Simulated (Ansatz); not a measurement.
# CH4BGaO: the cost of one run

Method: the settings change from run to run; program: Ansatz 0.2.0, Gaussian basis.

### 1 The molecule

An earlier PBE0-D4 in a triple-zeta def2 set relaxation fixed the geometry.

SMILES `[GaH2][CH]1BO1`, 8 atoms, charge 0, spin multiplicity 1.

Atoms are counted from 1 here; the program's logs count them from 0.

Bond lengths: Ga1–C2 1.952 Å, Ga1–H5 1.566 Å, Ga1–H6 1.568 Å, C2–B3 1.521 Å, C2–O4 1.536 Å, C2–H7 1.091 Å, B3–O4 1.321 Å, B3–H8 1.184 Å. Angles: C2–Ga1–H5 119.1°, C2–Ga1–H6 118.4°, H5–Ga1–H6 122.4°, Ga1–C2–B3 124.0°, Ga1–C2–O4 117.2°, Ga1–C2–H7 118.8°, B3–C2–O4 51.2°, B3–C2–H7 115.3°, O4–C2–H7 110.3°, C2–B3–O4 65.0°, C2–B3–H8 157.1°, O4–B3–H8 137.9°, C2–O4–B3 63.8°.

### 2 SVWN5/pcseg-2

Options: multiplicity 3, the search for lower states set to full.

Input file in.yaml:

```yaml
crystal:
  periodic: [false, false, false]
  atoms:
    - {symbol: Ga, position_ang: [-0.822735, 1.189067, -0.479800]}
    - {symbol: C, position_ang: [0.503669, 0.048890, 0.386567]}
    - {symbol: B, position_ang: [0.461415, -1.471307, 0.366884]}
    - {symbol: O, position_ang: [1.285884, -0.924521, -0.508635]}
    - {symbol: H, position_ang: [-1.282451, 0.848954, -1.937663]}
    - {symbol: H, position_ang: [-1.433141, 2.379400, 0.338867]}
    - {symbol: H, position_ang: [1.163046, 0.486837, 1.137039]}
    - {symbol: H, position_ang: [0.124303, -2.557330, 0.696741]}
basis:
  gaussian: {orbitals: pcseg-2}
magnetization: {spin_polarized: true, initial_magnetization: 2}
hamiltonian: {xc: {name: SVWN5}}
scf: {lower_state_search: full}
```

Command:

```
$ ansatz run in.yaml --threads 2 --pin off --events-out ev --progress --plain --max-ram 4352MiB
```

What time and memory should one allow on 2 threads of Intel Xeon Platinum 8488C, shared host?

About 14 s, with a peak of 0.5 GiB.
